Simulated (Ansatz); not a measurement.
# Mg2Be: the cost of one run

Program: Ansatz 0.2.0. Level of theory: DFT PBE, scalar-relativistic, plane waves, PAW. These are calculated values, not measurements.

## 1. The system as given

The structure is hexagonal, space group P6/mmm (No. 191). The conventional cell has a = 4.634 Å, b = 4.634 Å, c = 2.841 Å, α = 90.00°, β = 90.00°, γ = 120.00°. Around Mg (site symmetry -6m2) lie 5 Mg at 2.68 to 2.84 Å and 6 Be at 3.03 Å. Be (site symmetry 6/mmm) is surrounded by 2 Be at 2.84 Å and 12 Mg at 3.03 Å.

Structure file:

```xyz
3
Lattice="4.6341 0.0000 0.0000 -2.3171 4.0133 0.0000 0.0000 0.0000 2.8407" Properties=species:S:1:pos:R:3 pbc="T T T"
Mg    0.0000    2.6755    1.4204
Mg    2.3171    1.3378    1.4204
Be    0.0000    0.0000    0.0000
```

Recipe of the guess: ordered superstructure of omega (P6/mmm, No. 191). Lengths come from tabulated atomic sizes and are only a guess.

## 2. The guess as it stands, on a coarse mesh

Input file input.yaml:

```yaml
crystal:
  lattice:
    - [4.63410891, 0.0, 0.0]
    - [-2.31705446, 4.01325604, 0.0]
    - [0.0, 0.0, 2.84070876]
  atoms:
    - { symbol: Mg, position: [0.33333333, 0.66666667, 0.5] }
    - { symbol: Mg, position: [0.66666667, 0.33333333, 0.5] }
    - { symbol: Be, position: [0.0, 0.0, 0.0] }
basis:
  ecutwfc: 420
kpoints:
  mp_grid: { grid: [6, 6, 6] }
hamiltonian:
  xc: pbe
scf:
  occupations: { method: gaussian, width: 0.1 }
  lower_state_search: "off"
output:
  forces: true
  stress: true
  eigenvalues: true
```

Run with:

```bash
> ansatz run input.yaml --threads 1 --pin off --max-ram 2048MiB --backend cpu --events-out ev --progress --plain --runs-dir out
```

What time and memory should one allow on 1 thread of Arm Neoverse N1, shared host?

About 2.1 s, with a peak of 0.28 GiB.
